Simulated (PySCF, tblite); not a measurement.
# C22H16BN: electronic excitations, NMR shifts, part 2 of 2

tblite 0.8.0 and PySCF 2.14.0. Atoms count from 0. Earlier steps stand in the parts before.

## 5. NMR shifts: GIAO KT3/pcSseg-1

Job settings and geometry (Å):

```
{"job": {"kind": "nmr", "xc": "KT3", "basis": "pcSseg-1", "pop": false}, "charge": 0, "multiplicity": 1}
B     -4.428925     1.528058    -0.085482
C     -4.505042     0.634547     1.197765
C     -4.123005    -0.636479     1.264796
C     -3.490081    -1.370329     0.173340
C     -2.330150    -1.066123    -0.434655
C     -1.712735    -1.989435    -1.363761
C     -0.396855    -1.948463    -1.633058
C      0.495566    -1.058351    -0.924968
C      1.926023    -1.131562    -1.065532
C      2.542500    -2.015005    -1.968771
C      3.897877    -2.002017    -2.178601
C      4.697570    -1.092100    -1.491909
C      4.127925    -0.239169    -0.580821
C      2.748016    -0.245593    -0.325052
C      2.156428     0.607827     0.676939
C      2.925067     1.357950     1.580902
C      2.339608     2.127529     2.555470
C      0.951068     2.158850     2.683150
C      0.171350     1.440511     1.813915
C      0.746836     0.674058     0.783146
C     -0.064894    -0.101530    -0.101318
C     -1.511236     0.136006    -0.207601
C     -1.928149     1.401141    -0.379864
N     -3.220500     1.836459    -0.692616
H     -5.402852     2.016833    -0.526083
H     -4.994821     1.059363     2.068815
H     -4.315878    -1.238693     2.149300
H     -3.965724    -2.310468    -0.086983
H     -2.339081    -2.753574    -1.802972
H      0.015462    -2.657275    -2.332162
H      1.947624    -2.719769    -2.527028
H      4.343942    -2.686226    -2.885391
H      5.761095    -1.057961    -1.676756
H      4.763917     0.461808    -0.064744
H      4.001927     1.319093     1.533689
H      2.956116     2.690095     3.241551
H      0.496236     2.737534     3.474199
H     -0.901580     1.431094     1.935808
H     -1.186423     2.195621    -0.367252
H     -3.204224     2.529564    -1.430317
```

Method: GIAO KT3/pcSseg-1 NMR shielding, non-relativistic, gas phase.

The log of the run:

```text
start: PBE on a coarse grid of 33727 points
cycle   1  E = -925.8869535527  dE =  3.993e+00  |g| = 8.635e-01  |ddm| = 7.907e+00
cycle   2  E = -925.7229298528  dE =  1.640e-01  |g| = 1.165e+00  |ddm| = 3.087e+00
cycle   3  E = -926.0768257732  dE = -3.539e-01  |g| = 2.987e-01  |ddm| = 2.061e+00
cycle   4  E = -926.0975190769  dE = -2.069e-02  |g| = 1.315e-01  |ddm| = 5.310e-01
cycle   5  E = -926.1020011993  dE = -4.482e-03  |g| = 5.691e-02  |ddm| = 2.462e-01
cycle   6  E = -926.1028126617  dE = -8.115e-04  |g| = 1.835e-02  |ddm| = 7.289e-02
cycle   7  E = -926.1028860371  dE = -7.338e-05  |g| = 8.747e-03  |ddm| = 2.590e-02
final grid: 313702 points
cycle   8  E = -942.8814627314  dE = -5.519e-02  |g| = 5.009e-02  |ddm| = 1.610e+00
cycle   9  E = -942.8791282511  dE =  2.334e-03  |g| = 1.057e-01  |ddm| = 1.724e-01
cycle  10  E = -942.8819188045  dE = -2.791e-03  |g| = 2.427e-02  |ddm| = 1.329e-01
cycle  11  E = -942.8820638157  dE = -1.450e-04  |g| = 1.232e-02  |ddm| = 4.641e-02
cycle  12  E = -942.8821030917  dE = -3.928e-05  |g| = 3.833e-03  |ddm| = 1.913e-02
cycle  13  E = -942.8821081334  dE = -5.042e-06  |g| = 1.190e-03  |ddm| = 6.846e-03
cycle  14  E = -942.8821085739  dE = -4.404e-07  |g| = 5.022e-04  |ddm| = 2.097e-03
cycle  15  E = -942.8821082414  dE =  3.324e-07  |g| = 1.832e-04  |ddm| = 8.392e-04
cycle  16  E = -942.8821075568  dE =  6.847e-07  |g| = 6.048e-05  |ddm| = 3.809e-04
converged SCF energy = -942.8821075568

GIAO shielding tensors (ppm)
atom      isotropic    diamagn.    paramagn.     s11        s22        s33       span
  0 B       65.006     195.320    -130.314     34.267     46.744    114.007     79.740
  1 C       49.689     257.154    -207.465    -51.837     45.094    155.811    207.648
  2 C       45.689     256.732    -211.043    -57.994     53.755    141.306    199.299
  3 C       48.209     249.541    -201.331    -36.497     49.666    131.458    167.955
  4 C       52.012     259.857    -207.845    -29.147     45.350    139.834    168.982
  5 C       57.989     252.179    -194.190    -25.970     61.158    138.780    164.750
  6 C       68.722     251.365    -182.642    -24.082     70.466    159.782    183.864
  7 C       66.187     252.464    -186.277     -1.190     34.798    164.952    166.142
  8 C       65.266     247.949    -182.683     -7.315     19.470    183.642    190.957
  9 C       69.303     244.346    -175.044    -25.020     58.006    174.922    199.942
 10 C       64.150     250.754    -186.604    -35.466     56.209    171.706    207.172
 11 C       65.509     252.097    -186.588    -32.721     57.416    171.831    204.552
 12 C       68.372     241.104    -172.732    -27.134     57.871    174.378    201.511
 13 C       63.504     247.441    -183.937     -9.839     19.069    181.281    191.121
 14 C       61.944     249.885    -187.941    -10.523     16.472    179.881    190.404
 15 C       68.625     244.346    -175.721    -25.497     57.248    174.123    199.620
 16 C       64.464     254.154    -189.691    -33.606     56.131    170.867    204.473
 17 C       64.724     254.354    -189.630    -33.552     56.610    171.114    204.665
 18 C       63.025     252.207    -189.182    -28.929     49.839    168.165    197.095
 19 C       62.854     255.468    -192.614     -8.512     13.717    183.357    191.868
 20 C       59.327     258.258    -198.931     -7.504     33.293    152.191    159.695
 21 C       55.955     263.693    -207.738    -32.258     60.365    139.757    172.015
 22 C       47.185     258.123    -210.939    -37.884     56.488    122.951    160.835
 23 N      110.452     318.683    -208.231     19.631    129.338    182.387    162.756
 24 H       26.773      25.959       0.814     25.268     26.688     28.362      3.094
 25 H       25.777      28.234      -2.457     23.305     26.131     27.893      4.588
 26 H       25.144      30.220      -5.076     22.860     25.786     26.786      3.925
 27 H       25.373      33.082      -7.709     22.106     25.940     28.074      5.968
 28 H       25.182      33.384      -8.202     22.074     25.381     28.092      6.018
 29 H       24.531      37.082     -12.551     18.909     24.935     29.749     10.840
 30 H       23.617      37.248     -13.631     16.941     24.191     29.718     12.777
 31 H       24.116      28.542      -4.426     19.700     25.421     27.225      7.525
 32 H       24.124      27.712      -3.588     19.600     25.626     27.147      7.547
 33 H       23.095      36.775     -13.680     15.982     24.097     29.206     13.224
 34 H       23.125      36.780     -13.655     16.012     24.322     29.040     13.028
 35 H       24.106      29.272      -5.166     19.624     25.670     27.022      7.398
 36 H       24.138      31.964      -7.826     19.689     25.154     27.572      7.883
 37 H       22.656      38.788     -16.132     16.031     22.519     29.419     13.387
 38 H       25.380      38.743     -13.363     21.961     22.617     31.563      9.602
 39 H       26.418      28.991      -2.572     21.405     26.032     31.818     10.413
```

Run time: 1.8 min. Hardware: 1 thread of Arm Neoverse N1, shared host; peak memory 0.74 GiB.

The references, computed at this level on geometries of the same kind, shield at (ppm): 1H TMS 31.76, 13C TMS 184.7, 15N NH3 264.3, 11B BF3·OEt2 100.0. Their shielding less the atom's gives the shift. The references are single molecules in the gas phase, so shifts against H2O, NH3, PH3, H3PO4 or CFCl3 are not on the usual liquid scales and can be off by tens of ppm.

| atoms | environment | σ (ppm) | δ (ppm) |
| --- | --- | --- | --- |
| C2 | alkene CH | 45.7 | 139.0 |
| C22 | carbon bonded to C, N, H, in a 8-membered ring | 47.2 | 137.5 |
| C3 | carbon bonded to 2 C, H, in a 8-membered ring | 48.2 | 136.5 |
| C1 | alkene CH | 49.7 | 135.0 |
| C4 | substituted aromatic carbon | 52.0 | 132.7 |
| C21 | substituted aromatic carbon | 56.0 | 128.7 |
| C5 | aromatic CH | 58.0 | 126.7 |
| C20 | ring-fusion aromatic carbon | 59.3 | 125.4 |
| C14 | ring-fusion aromatic carbon | 61.9 | 122.7 |
| C19 | ring-fusion aromatic carbon | 62.9 | 121.8 |
| C18 | aromatic CH | 63.0 | 121.7 |
| C13 | ring-fusion aromatic carbon | 63.5 | 121.2 |
| C10 | aromatic CH | 64.1 | 120.5 |
| C16 | aromatic CH | 64.5 | 120.2 |
| C17 | aromatic CH | 64.7 | 120.0 |
| C8 | ring-fusion aromatic carbon | 65.3 | 119.4 |
| C11 | aromatic CH | 65.5 | 119.2 |
| C7 | ring-fusion aromatic carbon | 66.2 | 118.5 |
| C12 | aromatic CH | 68.4 | 116.3 |
| C15 | aromatic CH | 68.6 | 116.1 |
| C6 | aromatic CH | 68.7 | 116.0 |
| C9 | aromatic CH | 69.3 | 115.4 |
| H37 | hydrogen on an aromatic CH | 22.66 | 9.10 |
| H33 | hydrogen on an aromatic CH | 23.10 | 8.66 |
| H34 | hydrogen on an aromatic CH | 23.12 | 8.63 |
| H30 | hydrogen on an aromatic CH | 23.62 | 8.14 |
| H35 | hydrogen on an aromatic CH | 24.11 | 7.65 |
| H31 | hydrogen on an aromatic CH | 24.12 | 7.64 |
| H32 | hydrogen on an aromatic CH | 24.12 | 7.63 |
| H36 | hydrogen on an aromatic CH | 24.14 | 7.62 |
| H29 | hydrogen on an aromatic CH | 24.53 | 7.22 |
| H26 | hydrogen on an alkene CH | 25.14 | 6.61 |
| H28 | hydrogen on an aromatic CH | 25.18 | 6.57 |
| H27 | hydrogen on a carbon bonded to 2 C, in a 8-membered ring | 25.37 | 6.38 |
| H38 | hydrogen on a carbon bonded to C, N, in a 8-membered ring | 25.38 | 6.38 |
| H25 | hydrogen on an alkene CH | 25.78 | 5.98 |
| H39 | hydrogen on a nitrogen bonded to C, B, in a 8-membered ring | 26.42 | 5.34 |
| H24 | hydrogen on a boron bonded to C, N, in a 8-membered ring | 26.77 | 4.98 |
| B0 | boron bonded to C, N, H, in a 8-membered ring | 65.0 | 35.0 |
| N23 | nitrogen bonded to C, B, H, in a 8-membered ring | 110.5 | 153.9 |

Ring of atoms B0, C1, C2, C3, C4, C21, C22, N23: NICS(0) 2.3, NICS(1) -0.7, NICS(1)zz 6.5 ppm (means of both faces).

Ring of atoms C4, C5, C6, C7, C20, C21: NICS(0) 3.2, NICS(1) -0.9, NICS(1)zz 6.3 ppm (means of both faces). The environment labels follow the drawn formula, which counts this ring as aromatic; its NICS shows no such ring current.

Ring of atoms C7, C8, C13, C14, C19, C20: NICS(0) -4.9, NICS(1) -8.2, NICS(1)zz -16.5 ppm (means of both faces).

## 6. Outcome

This closing draws on all 2 parts.

```
                                                                  quantity                                                                                                          value
                                 strongest single infrared mode (GFN2-xTB)                                                                                          2587 cm⁻¹, 287 km/mol
                                              zero-point energy (GFN2-xTB)                                                                                                 192.4 kcal/mol
                                              lowest singlet (PBE0/6-31G*)                                                                                    2.78 eV (445 nm), f = 0.061
                                  brightest single state of those computed                                                                                    state 4, 3.94 eV, f = 0.109
                                                            lowest triplet                                                                                                        1.83 eV
potential on the surface of density 0.002 e/bohr³, 1st and 99th percentile                                                                                             -0.78 V and 1.57 V
                                     13C shifts against TMS (KT3/pcSseg-1)  139.0, 137.5, 136.5, 135.0, 132.7, 128.7, 126.7, 125.4, 122.7, 121.8, 121.7, 121.2, 120.5, 120.2 ppm and more
                                      1H shifts against TMS (KT3/pcSseg-1)                9.10, 8.66, 8.63, 8.14, 7.65, 7.64, 7.63, 7.62, 7.22, 6.61, 6.57, 6.38, 6.38, 5.98 ppm and more
                                11B shifts against BF3·OEt2 (KT3/pcSseg-1)                                                                                                       35.0 ppm
                                     15N shifts against NH3 (KT3/pcSseg-1)                                                                                                      153.9 ppm
```

What this shows: All 114 modes are real, so the xTB geometry is a minimum. The strongest single mode, at 2587 cm⁻¹, moves mainly H24. Unscaled tight-binding wavenumbers are off by several per cent, some by more. Its intensities can rank the bands wrongly. The lowest singlet, at 2.78 eV, is HOMO→LUMO 0.96 and is bright; of the 6 states computed, the strongest absorption comes from states 4 to 5 together at 3.94 eV. State 1 absorbs in the visible (445 nm). The lowest triplet lies 0.95 eV below the lowest singlet (triplets in Tamm-Dancoff, singlets in full TDDFT). At PBE0/6-31G*, counted by nearest atom on the grid, the HOMO lies on C3, C7, C20 about 10 % each; C5, C22 about 8 % each, the LUMO on C3, C20 about 11 % each; 4 C atoms about 8 % each. NICS(1)zz of -16 ppm above the planar ring from C7 marks a diatropic (aromatic) ring current.
